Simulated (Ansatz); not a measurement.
# C3H13NSi2: the cost of one run

All numbers below are computed with Ansatz 0.2.0 (RKS LDA/STO-3G).

**1. Starting point**

Bond lengths (14 of 18 bonds, heavy atoms first): Si1–N2 1.820 Å, N2–C3 1.470 Å, N2–C7 1.470 Å, Si1–C11 1.870 Å, Si1–Si15 2.218 Å, C3–H4 1.110 Å, C3–H5 1.110 Å, C3–H6 1.110 Å, C7–H8 1.110 Å, C7–H9 1.110 Å, C7–H10 1.110 Å, C11–H12 1.110 Å, C11–H13 1.110 Å, C11–H14 1.110 Å. Angles (14 of 33 angles, heavy atoms first): Si1–N2–C3 120.0°, Si1–N2–C7 120.0°, C3–N2–C7 120.0°, N2–Si1–C11 109.4°, N2–Si1–Si15 109.5°, C11–Si1–Si15 109.5°, N2–Si1–H19 109.5°, C11–Si1–H19 109.5°, Si15–Si1–H19 109.5°, N2–C3–H4 109.5°, N2–C3–H5 109.5°, N2–C3–H6 109.5°, N2–C7–H8 109.5°, N2–C7–H9 109.5°.

Coordinates:

```xyz
19

Si    0.0000    0.0000    0.0000
N     0.0000    0.0000    1.8200
C    -1.2162   -0.3762    2.5550
H    -1.8642   -0.9999    1.9045
H    -0.9378   -0.9533    3.4614
H    -1.7663    0.5401    2.8549
C     1.2162    0.3762    2.5550
H     1.4641   -0.4163    3.2916
H     2.0585    0.4943    1.8418
H     1.0457    1.3351    3.0874
C     1.7634    0.0000   -0.6227
H     2.1111   -1.0463   -0.7509
H     1.8119    0.5276   -1.5981
H     2.4154    0.5187    0.1108
Si   -1.0456    1.8115   -0.7393
H    -2.4302    1.4780   -1.0607
H    -1.0215    2.8436    0.2931
H    -0.3743    2.3069   -1.9374
H    -0.6877   -1.1914   -0.4862
```

**2. Relaxing the start**

File input.yaml:

```yaml
crystal:
  periodic: [false, false, false]
  atoms:
    - { symbol: Si, position_ang: [0.0, 0.0, 0.0] }
    - { symbol: "N", position_ang: [0.0, 0.0, 1.82] }
    - { symbol: C, position_ang: [-1.2162, -0.3762, 2.555] }
    - { symbol: H, position_ang: [-1.8642, -0.9999, 1.9045] }
    - { symbol: H, position_ang: [-0.9378, -0.9533, 3.4614] }
    - { symbol: H, position_ang: [-1.7663, 0.5401, 2.8549] }
    - { symbol: C, position_ang: [1.2162, 0.3762, 2.555] }
    - { symbol: H, position_ang: [1.4641, -0.4163, 3.2916] }
    - { symbol: H, position_ang: [2.0585, 0.4943, 1.8418] }
    - { symbol: H, position_ang: [1.0457, 1.3351, 3.0874] }
    - { symbol: C, position_ang: [1.7634, 0.0, -0.6227] }
    - { symbol: H, position_ang: [2.1111, -1.0463, -0.7509] }
    - { symbol: H, position_ang: [1.8119, 0.5276, -1.5981] }
    - { symbol: H, position_ang: [2.4154, 0.5187, 0.1108] }
    - { symbol: Si, position_ang: [-1.0456, 1.8115, -0.7393] }
    - { symbol: H, position_ang: [-2.4302, 1.478, -1.0607] }
    - { symbol: H, position_ang: [-1.0215, 2.8436, 0.2931] }
    - { symbol: H, position_ang: [-0.3743, 2.3069, -1.9374] }
    - { symbol: H, position_ang: [-0.6877, -1.1914, -0.4862] }
basis:
  gaussian: { orbitals: STO-3G }
hamiltonian:
  xc: lda
relax:
  f_tol: 0.02
  max_steps: 40
output:
  orbitals: {}
```

Command:

```bash
$ ansatz run input.yaml --threads 1 --pin off --max-ram 2048MiB --backend cpu --events-out ev --progress --plain --runs-dir out
```

**Question.** How long does this run take on 1 thread of Arm Neoverse N1, shared host, and how much memory does it need?

About 2.3 min, with a peak of 0.14 GiB.
